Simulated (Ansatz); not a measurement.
**AlGaH (quartet): the correlation ladder at a displaced geometry (v2), cc-pVTZ**

One table from this session's results is given with a row withheld; the runs are named, their logs left out.

The runs use Ansatz 0.2.0, Gaussian basis; cc-pVTZ, core rule «outside noble gas», up to 19 orbitals frozen.

The runs, in order: UHF; CCSD(T) on ROHF; CCSD(T) on UHF; BCCD(T) on ROHF; CCSDT(Q) on ROHF; CCSDT(Q) on UHF; CASSCF and MRCISD+Q, 7 electrons in 9 orbitals; CASSCF and NEVPT2, 7 electrons in 9 orbitals.

22 further runs of the same task are left out: 4 for a known fault of the program, 10 that didn't finish, 8 set aside as unsound or not needed. Runs told in other sessions of the task aren't counted.

## What is computed

The geometry is a PBE0/def2-TZVP stationary point (not a proven minimum) with its atoms shifted at random (size 0.100 Å). No spin-orbit coupling is included. The filled d shell of Ga may be among the frozen orbitals whatever the setting's name suggests.

3 atoms, charge 0, spin multiplicity 4.

Atoms are counted from 1 here; the program's logs count them from 0.

Bond lengths: Al1–Ga2 2.338 Å, Al1–H3 1.588 Å. Angles: Ga2–Al1–H3 172.7°.

Set-up of the first run:

in.yaml reads:

```yaml
crystal:
  periodic: [false, false, false]
  atoms:
    - {symbol: Al, position_ang: [0.084376, 0.005225, 0.248898]}
    - {symbol: Ga, position_ang: [-0.080498, 0.013599, -2.083109]}
    - {symbol: H, position_ang: [-0.003878, -0.018825, 1.834211]}
basis:
  gaussian: {orbitals: cc-pVTZ}
magnetization: {spin_polarized: true, initial_magnetization: 3}
hamiltonian: {xc: hf}
output: {orbitals: {seedname: orbitals}}
```

Started as:

```console
ansatz run in.yaml --threads 1 --pin off --events-out ev --progress --plain --max-ram 2393MiB
```

Among the steps run: UHF; CCSD(T) on ROHF; CCSD(T) on UHF; BCCD(T) on ROHF; CCSDT(Q) on ROHF; CCSDT(Q) on UHF; CASSCF and MRCISD+Q, 7 electrons in 9 orbitals; CASSCF and NEVPT2, 7 electrons in 9 orbitals.

One table of the session follows, with a row left open; its other results are not shown here.

| method | from UCCSDT(Q) (kJ/mol) |
| --- | --- |
| ROHF | +359.3 |
| UHF | +346.9 |
| RMP2 | +81.2 |
| UMP2 | +84.5 |
| RCCSD | ? |
| UCCSD | +20.7 |
| RCCSD(T) | +6.1 |
| UCCSD(T) | +4.8 |
| BCCD(T) | +6.1 |
| RCCSDT | +2.5 |
| UCCSDT | +1.0 |
| RCCSDT(Q) | +1.4 |
| UCCSDT(Q) | 0 |
| CASSCF valence | +216.5 |
| NEVPT2 valence | +62.3 |
| MRCISD valence | +15.3 |
| MRCISD+Q valence | +2.8 |

Q: Estimate the row for RCCSD from the others.

**Answer.** from UCCSDT(Q) (kJ/mol): +22.6. In the column «from UCCSDT(Q) (kJ/mol)» it lies between UCCSD (+20.7) and NEVPT2 valence (+62.3).

Limits of these values: Restricted and unrestricted rows rest on different reference determinants; a gap between their highest levels can come from leftover correlation error, from unlike frozen cores or from another state.
